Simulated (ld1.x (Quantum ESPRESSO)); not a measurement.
# Mo, ultrasoft: a sweep of the radius of the model core, part 2 of 2

One potential is built and tested. Then the radius of the model core is changed, to learn what it costs or gains.

ld1.x (Quantum ESPRESSO) 7.5; first potential PBE, fully relativistic. Earlier steps stand in the parts before.

## Step 6: Now with core correction none (was a·sin(br)/r model core inside 1.35 bohr)

The input, Mo.in:

```
 &input
   title='Mo', zed=42., rel=2, dft='PBE', iswitch=3,
   config='[Kr] 4d3 5s0 5p0', rel_dist='average',
   nld=5, rlderiv=2.40, eminld=-9.0, emaxld=5.0, deld=0.04
 /
 &inputp
   pseudotype=3, tm=.true., lloc=-2, rcloc=1.90,
   nlcc=.false.,
   which_augfun='PSQ', rmatch_augfun_nc=.true.,
   file_pseudopw='Mo.UPF', file_wfcaegen='ae.wfc', file_wfcncgen='nc.wfc', file_beta='beta', file_chi='chi', file_wfcusgen='us.wfc'
 /
6
4S  1  0   2.00   0.00  2.05  2.20  0.0
5S  2  0   0.00   0.00  2.05  2.20  0.0
4P  2  1   6.00   0.00  1.60  1.85  0.0
5P  3  1   0.00   0.00  1.60  1.85  0.0
4D  3  2   3.00   0.00  1.05  1.35  0.0
4D  3  2   0.00   2.15  1.05  1.35  0.0
 &test
   configts(1)='4s2 4p6 4d3 5s0 5p0'
 /
```

Command:

```bash
$ ld1.x < Mo.in > Mo.out
```

What the program wrote to Mo.out (without the banner and most projector matrices):

```text
     Program LD1 v.7.5
     [... all-electron run as in step 2 ...]


     --------------------- Generating US pseudopotential ---------------------

      Generating local potential from pseudized AE potential:
      Matching radius rcloc =   1.9000
      Enforcing V''(0)=0 (lloc=-2)

      Local pseudo, rcloc= 1.891 Estimated cut-off energy=     8.70 Ry

     Fully relativistic calculation: |psi|^2

     Wfc 4S LC norm =  0.99970600 SC norm =  0.00029393 missing  0.00000007

     Wfc 5S LC norm =  0.99993822 SC norm =  0.00005751 missing  0.00000427

     Wfc 4P LC norm =  0.99975019 SC norm =  0.00024971 missing  0.00000010

     Wfc 4P LC norm =  0.99975969 SC norm =  0.00023997 missing  0.00000034

     Wfc 5P LC norm =  0.99995090 SC norm =  0.00004842 missing  0.00000068

     Wfc 5P LC norm =  0.99995214 SC norm =  0.00004084 missing  0.00000702

     Wfc 4D LC norm =  0.99985642 SC norm =  0.00014345 missing  0.00000012

     Wfc 4D LC norm =  0.99985832 SC norm =  0.00013865 missing  0.00000303
      Wfc-us  4S rcutus= 2.198  Estimated cut-off energy=    12.06 Ry
      Wfc-us  5S rcutus= 2.198  Estimated cut-off energy=    24.91 Ry
      Wfc-us  4P rcutus= 1.845  Estimated cut-off energy=    25.01 Ry
      Wfc-us  4P rcutus= 1.845  Estimated cut-off energy=    24.90 Ry
      Wfc-us  5P rcutus= 1.845  Estimated cut-off energy=    46.60 Ry
      Wfc-us  5P rcutus= 1.845  Estimated cut-off energy=    46.13 Ry
      Wfc-us  4D rcutus= 1.367  Estimated cut-off energy=    59.70 Ry
      Wfc-us  4D rcutus= 1.367  Estimated cut-off energy=    59.64 Ry
      Wfc-us  4D rcutus= 1.367  Estimated cut-off energy=    74.97 Ry
      Wfc-us  4D rcutus= 1.367  Estimated cut-off energy=    74.47 Ry

     Q pseudized with Bessel functions
     Expected ecutrho=     376.6611 due to l1=  1   l2=  2

     ------------------- End of pseudopotential generation -------------------

     [... all-electron run as in step 2 ...]


     Computing logarithmic derivative in   2.41355
     Computing logarithmic derivative in   2.41355
     Computing the partial wave expansion
     R is outside the sphere for l=    0 j= 0.50
     R is outside the sphere for l=    0 j= 0.50
     R is outside the sphere for l=    1 j= 0.50
     R is outside the sphere for l=    1 j= 0.50
     R is outside the sphere for l=    1 j= 1.50
     R is outside the sphere for l=    1 j= 1.50
     R is outside the sphere for l=    2 j= 1.50
     R is outside the sphere for l=    2 j= 1.50
     R is outside the sphere for l=    2 j= 2.50
     R is outside the sphere for l=    2 j= 2.50

     ---------------------- Testing the pseudopotential ----------------------

     Mo
     dirac relativistic calculation

     atomic number is 42.00   valence charge is 14.00
     dft =PBE   lsd =0 sic =0 latt =0  beta=0.20 tr2=1.0E-14
     mesh =1229 r(mesh) = 100.71859 xmin = -7.00 dx = 0.01250

     n l  j  nl             e AE (Ry)       e PS (Ry)    De AE-PS (Ry)
     1 0 0.5 4S   1( 2.00)       -7.07512       -7.07512       -0.00000
     2 1 0.5 4P   1( 2.00)       -5.27444       -5.27444       -0.00000
     2 1 1.5 4P   1( 4.00)       -5.08459       -5.08459        0.00000
     3 2 1.5 4D   1( 1.20)       -2.43082       -2.43082       -0.00000
     3 2 2.5 4D   1( 1.80)       -2.40972       -2.40973        0.00001
     2 0 0.5 5S   1( 0.00)       -1.96196       -1.96197        0.00000
     3 1 0.5 5P   1( 0.00)       -1.53897       -1.53896       -0.00001
     3 1 1.5 5P   1( 0.00)       -1.50967       -1.50967       -0.00000

     eps = 8.3E-18  iter =  4

     Etot =   -8094.801692 Ry,   -4047.400846 Ha, -110135.387711 eV
     Etotps =  -133.503518 Ry,     -66.751759 Ha,   -1816.407899 eV

     Ekin =      40.799321 Ry,      20.399661 Ha,     555.103046 eV
     Encl =    -225.635164 Ry,    -112.817582 Ha,   -3069.922800 eV
     Ehrt =      85.239204 Ry,      42.619602 Ha,    1159.738448 eV
     Ecxc =     -13.421943 Ry,      -6.710971 Ha,    -182.614834 eV
     Epseu=     -20.484936 Ry,     -10.242468 Ha,    -278.711759 eV

     ---------------------- End of pseudopotential test ----------------------
```

Run time: 2.5 s. Hardware: 1 thread, shared host. This counts the later configuration tests of the new file too.

The test run was repeated on this file; only its results are given.

7 tests gave no usable energy difference (4s2 4p6 4d5 5s1 5p0; 4s2 4p6 4d5 5s0 5p0; 4s2 4p6 4d4 5s0 5p0; 4s2 4p6 4d4 5s2 5p0; others); the test run stopped with "negative rho".

## Step 7: Now with radius of the model core (bohr) = 1.54

Edit Mo.in of step 6 so:

```diff
@@ -7,3 +7,3 @@
    pseudotype=3, tm=.true., lloc=-2, rcloc=1.90,
-   nlcc=.false.,
+   nlcc=.true., rcore=1.54,
    which_augfun='PSQ', rmatch_augfun_nc=.true.,
```

Command:

```bash
$ ld1.x < Mo.in > Mo.out
```

The output, Mo.out (without the banner and most projector matrices):

```text
     Program LD1 v.7.5
     [... all-electron run as in step 2 ...]


     --------------------- Generating US pseudopotential ---------------------

      Generating local potential from pseudized AE potential:
      Matching radius rcloc =   1.9000
      Enforcing V''(0)=0 (lloc=-2)

      Local pseudo, rcloc= 1.891 Estimated cut-off energy=     8.70 Ry

      Computing core charge for nlcc:

       r > 1.55 : true rho core
       r < 1.55 : rho core = a sin(br)/r    a=   0.03  b=   1.88

      Integrated core pseudo-charge :   0.03

     Fully relativistic calculation: |psi|^2

     Wfc 4S LC norm =  0.99970600 SC norm =  0.00029393 missing  0.00000007

     Wfc 5S LC norm =  0.99993822 SC norm =  0.00005751 missing  0.00000427

     Wfc 4P LC norm =  0.99975019 SC norm =  0.00024971 missing  0.00000010

     Wfc 4P LC norm =  0.99975969 SC norm =  0.00023997 missing  0.00000034

     Wfc 5P LC norm =  0.99995090 SC norm =  0.00004842 missing  0.00000068

     Wfc 5P LC norm =  0.99995214 SC norm =  0.00004084 missing  0.00000702

     Wfc 4D LC norm =  0.99985642 SC norm =  0.00014345 missing  0.00000012

     Wfc 4D LC norm =  0.99985832 SC norm =  0.00013865 missing  0.00000303
      Wfc-us  4S rcutus= 2.198  Estimated cut-off energy=    12.06 Ry
      Wfc-us  5S rcutus= 2.198  Estimated cut-off energy=    24.91 Ry
      Wfc-us  4P rcutus= 1.845  Estimated cut-off energy=    25.01 Ry
      Wfc-us  4P rcutus= 1.845  Estimated cut-off energy=    24.90 Ry
      Wfc-us  5P rcutus= 1.845  Estimated cut-off energy=    46.60 Ry
      Wfc-us  5P rcutus= 1.845  Estimated cut-off energy=    46.13 Ry
      Wfc-us  4D rcutus= 1.367  Estimated cut-off energy=    59.70 Ry
      Wfc-us  4D rcutus= 1.367  Estimated cut-off energy=    59.64 Ry
      Wfc-us  4D rcutus= 1.367  Estimated cut-off energy=    74.97 Ry
      Wfc-us  4D rcutus= 1.367  Estimated cut-off energy=    74.47 Ry

     Q pseudized with Bessel functions
     Expected ecutrho=     376.6611 due to l1=  1   l2=  2

     ------------------- End of pseudopotential generation -------------------

     [... all-electron run as in step 2 ...]


     Computing logarithmic derivative in   2.41355
     Computing logarithmic derivative in   2.41355
     Computing the partial wave expansion
     R is outside the sphere for l=    0 j= 0.50
     R is outside the sphere for l=    0 j= 0.50
     R is outside the sphere for l=    1 j= 0.50
     R is outside the sphere for l=    1 j= 0.50
     R is outside the sphere for l=    1 j= 1.50
     R is outside the sphere for l=    1 j= 1.50
     R is outside the sphere for l=    2 j= 1.50
     R is outside the sphere for l=    2 j= 1.50
     R is outside the sphere for l=    2 j= 2.50
     R is outside the sphere for l=    2 j= 2.50

     ---------------------- Testing the pseudopotential ----------------------

     Mo
     dirac relativistic calculation

     atomic number is 42.00   valence charge is 14.00
     dft =PBE   lsd =0 sic =0 latt =0  beta=0.20 tr2=1.0E-14
     mesh =1229 r(mesh) = 100.71859 xmin = -7.00 dx = 0.01250

     n l  j  nl             e AE (Ry)       e PS (Ry)    De AE-PS (Ry)
     1 0 0.5 4S   1( 2.00)       -7.07512       -7.07512       -0.00000
     2 1 0.5 4P   1( 2.00)       -5.27444       -5.27444       -0.00000
     2 1 1.5 4P   1( 4.00)       -5.08459       -5.08459        0.00000
     3 2 1.5 4D   1( 1.20)       -2.43082       -2.43082       -0.00000
     3 2 2.5 4D   1( 1.80)       -2.40972       -2.40973        0.00001
     2 0 0.5 5S   1( 0.00)       -1.96196       -1.96197        0.00000
     3 1 0.5 5P   1( 0.00)       -1.53897       -1.53896       -0.00001
     3 1 1.5 5P   1( 0.00)       -1.50967       -1.50967       -0.00000

     eps = 8.6E-18  iter =  4

     Etot =   -8094.801692 Ry,   -4047.400846 Ha, -110135.387711 eV
     Etotps =  -133.542892 Ry,     -66.771446 Ha,   -1816.943603 eV

     Ekin =      40.799321 Ry,      20.399661 Ha,     555.103046 eV
     Encl =    -225.617930 Ry,    -112.808965 Ha,   -3069.688313 eV
     Ehrt =      85.239204 Ry,      42.619602 Ha,    1159.738448 eV
     Ecxc =     -13.478551 Ry,      -6.739275 Ha,    -183.385025 eV
     (Ecc =      -0.008563 Ry,      -0.004281 Ha,      -0.116501 eV)
     Epseu=     -20.484936 Ry,     -10.242468 Ha,    -278.711759 eV

     ---------------------- End of pseudopotential test ----------------------
```

Run time: 2.7 s. Hardware: 1 thread, shared host. (Generation and the later configuration tests together.)

The test run was repeated on this file; only its results are given.

7 tests gave no usable energy difference (4s2 4p6 4d5 5s1 5p0; 4s2 4p6 4d5 5s0 5p0; 4s2 4p6 4d4 5s0 5p0; 4s2 4p6 4d4 5s2 5p0; others); the test run stopped with "negative rho".

## Step 8: All runs side by side

The summary covers parts 1 to 2.

No cutoffs could be read for these potentials. Test errors are all-electron less pseudo. The phase difference is the largest within 1 Ry of zero, over the channels with partial waves. 4 further runs were made in the same way; their inputs and logs are not shown.

| change | outcome | bound ghosts | largest test error (meV) | phase difference near zero (rad) | lowest overlap eigenvalue (Bessel basis) |
| --- | --- | --- | --- | --- | --- |
| first potential | generated | not determined | +10 (5 tests unsolved) | 0.007 | 0.024 |
| core correction none (was a·sin(br)/r model core inside 1.35 bohr) | generated | not determined | none usable | 0.007 | 0.024 |
| core correction a·sin(br)/r model core inside 1.54 bohr (was a·sin(br)/r model core inside 1.35 bohr) | generated | not determined | none usable | 0.007 | 0.024 |
| core correction a·sin(br)/r model core inside 0.64 bohr (was a·sin(br)/r model core inside 1.35 bohr) | generated | not determined | -84 (4 tests unsolved) | 0.007 | 0.024 |
| core correction a·sin(br)/r model core inside 0.90 bohr (was a·sin(br)/r model core inside 1.35 bohr) | generated | not determined | none usable | 0.007 | 0.024 |
| core correction a·sin(br)/r model core inside 1.12 bohr (was a·sin(br)/r model core inside 1.35 bohr) | generated | not determined | -71 (1 test unsolved) | 0.007 | 0.024 |
| core correction a·sin(br)/r model core inside 1.34 bohr (was a·sin(br)/r model core inside 1.35 bohr) | generated | not determined | none usable | 0.007 | 0.024 |

The cutoffs concern the waves at a fixed potential, which this setting can't move; it bears on the density and its cutoff (a small, hard model core needs more), which were not tested.

The first potential by itself. The worst unpolarised test, 4s2 4p6 4d5 5s0 5p0, is off by 10 meV on 42.2 eV; by total energies transferability rates as good where solved. The test run broke off, so later configurations gave nothing; the verdict rests on few tests. Even at 400 Ry an occupied level stays 6 mRy from its reference, so no cutoffs are read; the levels have long settled, so the basis size isn't the cause: the level found isn't the valence state, or the test fails for this file.
